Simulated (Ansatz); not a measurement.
This geometry of a periodic cell of 63 atoms, BC₆₂ (host C, host structure diamond, dopant B, one C atom removed), cell charge -1 is a first-order saddle point.

Level of theory: DFT PBE-D3(BJ), scalar-relativistic, plane waves, PAW in Ansatz. Settings: PAW set soft_1, cutoff 420 eV, k mesh 2x2x2, fermi-dirac smearing 0.02 eV, no spin polarisation.

```xyz
63
Lattice="7.1400 0.0000 0.0000 0.0000 7.1400 0.0000 0.0000 0.0000 7.1400" Properties=species:S:1:pos:R:3
C 3.566 0.020 -0.004
C 4.462 0.898 0.873
C 5.357 1.791 -0.009
C 6.257 2.670 0.890
C 5.330 -0.023 1.705
C 6.206 0.853 2.658
C 0.005 0.004 -0.010
C 0.883 0.903 0.890
C 1.790 1.800 0.009
C 2.691 2.701 0.910
C 3.589 3.609 0.042
C 4.542 4.486 0.919
C 5.374 5.353 -0.004
C 6.252 6.249 0.873
C 1.776 0.020 1.785
C 2.654 0.898 2.682
C 3.570 1.788 1.789
C 4.458 2.673 2.678
C 5.374 3.563 1.785
C 6.251 4.440 2.681
C 3.485 -0.023 3.550
C 4.438 0.853 4.426
C 5.338 1.761 3.557
C 6.238 2.661 4.458
C 5.337 -0.016 5.333
C 6.238 0.885 6.233
C 0.013 3.576 0.008
C 0.914 4.477 0.910
C 1.821 5.376 0.041
C 2.697 6.329 0.917
C -0.006 1.781 1.782
C 0.894 2.681 2.685
C 1.822 3.609 1.809
C 2.698 4.485 2.762
B 4.017 5.797 2.234
C -0.027 -0.016 3.556
C 0.874 0.885 4.458
C 1.771 1.791 3.577
C 2.670 2.670 4.477
C 3.565 3.562 3.594
C 4.461 4.440 4.471
C 5.327 5.272 3.547
C 6.204 6.225 4.424
C 1.771 0.004 5.364
C 2.671 0.904 6.243
C 3.562 1.781 5.354
C 4.465 2.681 6.254
C 5.357 3.558 5.364
C 6.256 4.458 6.242
C 0.001 5.356 1.789
C 0.886 6.245 2.678
C 0.004 3.558 3.577
C 0.883 4.457 4.476
C 1.776 5.352 3.594
C 2.654 6.249 4.471
C -0.006 1.781 5.353
C 0.894 2.680 6.254
C 1.789 3.576 5.373
C 2.690 4.477 6.274
C 3.569 5.356 5.361
C 4.458 6.245 6.246
C -0.007 5.349 5.352
C 0.893 6.252 6.253
```

(1) Which two structures does it join? (They come from a converged band through this point; their orientation in space is the band's.)

(2) How far does it lie above each of them?

## Answers

(1) The atom that moves furthest is B35, by 1.53 Å; four of its nearest neighbours are C5 1.57, C42 1.57, C21 1.57, C6 2.52 Å at the first end and C34 1.57, C12 1.57, C30 1.57, C11 2.52 Å at the last.

Image 0:

```xyz
63
Lattice="7.1400 0.0000 0.0000 0.0000 7.1400 0.0000 0.0000 0.0000 7.1400" Properties=species:S:1:pos:R:3
C 3.562 0.001 0.011
C 4.462 0.899 0.884
C 5.349 1.788 -0.003
C 6.253 2.670 0.894
C 5.346 -0.005 1.743
C 6.234 0.883 2.670
C -0.001 -0.002 -0.002
C 0.881 0.901 0.894
C 1.785 1.793 0.010
C 2.682 2.689 0.907
C 3.580 3.591 0.026
C 4.538 4.420 0.856
C 5.353 5.351 0.011
C 6.251 6.250 0.884
C 1.786 0.002 1.787
C 2.659 0.900 2.686
C 3.567 1.787 1.791
C 4.455 2.679 2.679
C 5.353 3.575 1.786
C 6.251 4.448 2.686
C 3.519 -0.004 3.571
C 4.446 0.883 4.459
C 5.343 1.776 3.567
C 6.239 2.669 4.464
C 5.343 -0.008 5.352
C 6.239 0.888 6.245
C 0.005 3.574 0.010
C 0.900 4.471 0.907
C 1.802 5.369 0.027
C 2.631 6.326 0.857
C -0.006 1.783 1.789
C 0.884 2.673 2.685
C 1.802 3.591 1.804
C 2.632 4.421 2.761
B 4.454 6.242 2.678
C -0.013 -0.008 3.567
C 0.880 0.888 4.464
C 1.773 1.788 3.574
C 2.670 2.670 4.477
C 3.562 3.576 3.577
C 4.462 4.448 4.475
C 5.346 5.308 3.571
C 6.234 6.234 4.459
C 1.773 -0.002 5.364
C 2.670 0.901 6.246
C 3.564 1.783 5.358
C 4.461 2.673 6.248
C 5.349 3.562 5.364
C 6.253 4.459 6.245
C -0.002 5.356 1.791
C 0.890 6.244 2.680
C -0.001 3.562 3.573
C 0.881 4.459 4.477
C 1.786 5.351 3.577
C 2.659 6.250 4.475
C -0.006 1.782 5.358
C 0.891 2.679 6.255
C 1.785 3.574 5.369
C 2.682 4.471 6.265
C 3.567 5.356 5.363
C 4.455 6.244 6.255
C -0.006 5.353 5.358
C 0.884 6.249 6.248
```

Image 4:

Only the atoms that move by more than 0.05 Å are listed.
```
C5 5.396 0.041 1.705
C12 4.509 4.466 0.896
C21 3.490 0.041 3.611
C30 2.681 6.294 0.896
C34 2.681 4.466 2.724
B35 3.574 5.359 1.789
C42 5.396 5.275 3.611
```

(2) 1.25 eV above the first and 1.25 eV above the second. This is the barrier of this one path; another mechanism may lie lower. Limits of this set-up: coarse k mesh, no spin, though dangling bonds at a vacancy may carry it, a typed lattice constant that wasn't relaxed here, charged cell in a uniform background, uncorrected.

The run took 17 min on 4 threads of Arm Neoverse V1, with other jobs on the host, peak memory 2.9 GiB.
